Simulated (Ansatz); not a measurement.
**C3H8AlCl: basis-set convergence**

The task here is to estimate one member of a computed series from the others.

The runs use Ansatz 0.2.0, Gaussian basis; one geometry, several basis sets.

Levels to be run: PBE0-D4/def2-SVP; ωB97M-V/def2-SVP; PBE0-D4/def2-QZVPP; ωB97M-V/def2-QZVPP; the functionals' def2-TZVPP values are taken from earlier runs.

## The geometry

All runs share one geometry, relaxed beforehand with PBE0-D4 in a triple-zeta def2 set.

13 atoms, charge 0, spin multiplicity 1.

Atoms are counted from 1 here; the program's logs count them from 0.

Bond lengths: C1–C2 1.527 Å, C1–H6 1.092 Å, C1–H7 1.094 Å, C1–H8 1.096 Å, C2–C3 1.530 Å, C2–Al4 1.959 Å, C2–H9 1.102 Å, C3–H10 1.094 Å, C3–H11 1.095 Å, C3–H12 1.096 Å, Al4–Cl5 2.107 Å, Al4–H13 1.582 Å. Angles: C2–C1–H6 112.3°, C2–C1–H7 111.4°, C2–C1–H8 111.1°, H6–C1–H7 107.1°, H6–C1–H8 107.8°, H7–C1–H8 107.0°, C1–C2–C3 111.8°, C1–C2–Al4 114.2°, C1–C2–H9 107.7°, C3–C2–Al4 111.5°, C3–C2–H9 107.4°, Al4–C2–H9 103.7°, C2–C3–H10 112.5°, C2–C3–H11 111.5°, C2–C3–H12 111.1°, H10–C3–H11 107.2°, H10–C3–H12 107.4°, H11–C3–H12 106.8° and more.

Set-up of the first run:

in.yaml

```yaml
crystal:
  periodic: [false, false, false]
  atoms:
    - {symbol: C, position_ang: [-1.331453, -0.554317, 0.234672]}
    - {symbol: C, position_ang: [0.038501, 0.101716, 0.388039]}
    - {symbol: C, position_ang: [1.173485, -0.913768, 0.245074]}
    - {symbol: Al, position_ang: [0.319015, 1.657503, -0.768673]}
    - {symbol: Cl, position_ang: [-1.353144, 2.697098, -1.519208]}
    - {symbol: H, position_ang: [-2.148579, 0.158938, 0.363881]}
    - {symbol: H, position_ang: [-1.450660, -1.003736, -0.756039]}
    - {symbol: H, position_ang: [-1.468489, -1.356677, 0.968878]}
    - {symbol: H, position_ang: [0.097542, 0.520014, 1.406336]}
    - {symbol: H, position_ang: [2.160192, -0.460650, 0.377054]}
    - {symbol: H, position_ang: [1.164003, -1.389515, -0.740975]}
    - {symbol: H, position_ang: [1.080297, -1.716899, 0.985050]}
    - {symbol: H, position_ang: [1.739889, 2.225592, -1.169188]}
basis:
  gaussian: {orbitals: def2-SVP}
hamiltonian: {xc: pbe0, dispersion: d4}
output: {orbitals: {seedname: orbitals}}
```

Among the steps run: PBE0-D4 in def2-SVP; ωB97M-V in def2-SVP; PBE0-D4 in def2-QZVPP; ωB97M-V in def2-QZVPP.

One of the session's tables, all rows but one given; the rest of the session is left out.

It belongs to the step «Functionals by basis». 

| functional | basis | HOMO (eV) |
| --- | --- | --- |
| PBE0-D4 | def2-SVP | ? |
| PBE0-D4 | def2-TZVPP | -7.47 |
| PBE0-D4 | def2-QZVPP | -7.48 |
| ωB97M-V | def2-SVP | -9.59 |
| ωB97M-V | def2-TZVPP | -9.65 |
| ωB97M-V | def2-QZVPP | -9.66 |

Estimate the missing values for PBE0-D4, def2-SVP.

The run gave: HOMO (eV): -7.43. In the column «HOMO (eV)» it is the highest.
